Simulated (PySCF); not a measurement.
# C3H6OSi: the cost of one run

Programs: PySCF 2.14.0, with density-fitted response routines of our own. Each step states its level of theory. These are calculated values for one molecule in the gas phase, unless marked as measured. Atoms are numbered from 0 throughout.

### 1 The molecule as given

11 atoms, charge 0, multiplicity 1; geometry from: GFN2-xTB. The atoms were then displaced at random by about 0.01 Å, so the start is not that level's minimum.

Bonds of the start (Å): C0–C1 1.30, C1–Si2 1.87, Si2–C3 1.97, C3–O4 1.19, C0–H5 1.08, C0–H6 1.10, C1–H7 1.07, Si2–H8 1.45, Si2–H9 1.46, C3–H10 1.10.

### 2 Relaxing the molecule at PBE0-D3(BJ)/def2-SVP

Job settings and geometry (Å):

```
{"job": {"xc": "PBE0", "basis": "def2-SVP", "d3": "d3bj", "grid": 1, "shake": 0.01, "kind": "geom"}, "charge": 0, "multiplicity": 1}
C     -1.759720     0.747990    -0.708000
C     -1.073480     0.054750     0.144750
Si     0.542290    -0.800300    -0.255450
C      1.910650     0.034310     0.881990
O      2.429610    -0.525990     1.790450
H     -1.468810     0.917830    -1.735830
H     -2.700950     1.246510    -0.439660
H     -1.430180    -0.038540     1.153710
H      0.971540    -0.531870    -1.610100
H      0.503980    -2.225760     0.080130
H      2.113190     1.095260     0.682340
```

Launch:

```bash
$ OMP_NUM_THREADS=1 python probes_run.py task.json out
```

One launch serves the whole session: the jobs run in the order shown.

Q: Estimate the wall time and peak memory of this first job on 1 thread of Arm Neoverse V2, shared host.

About 23 s, with a peak of 0.43 GiB.
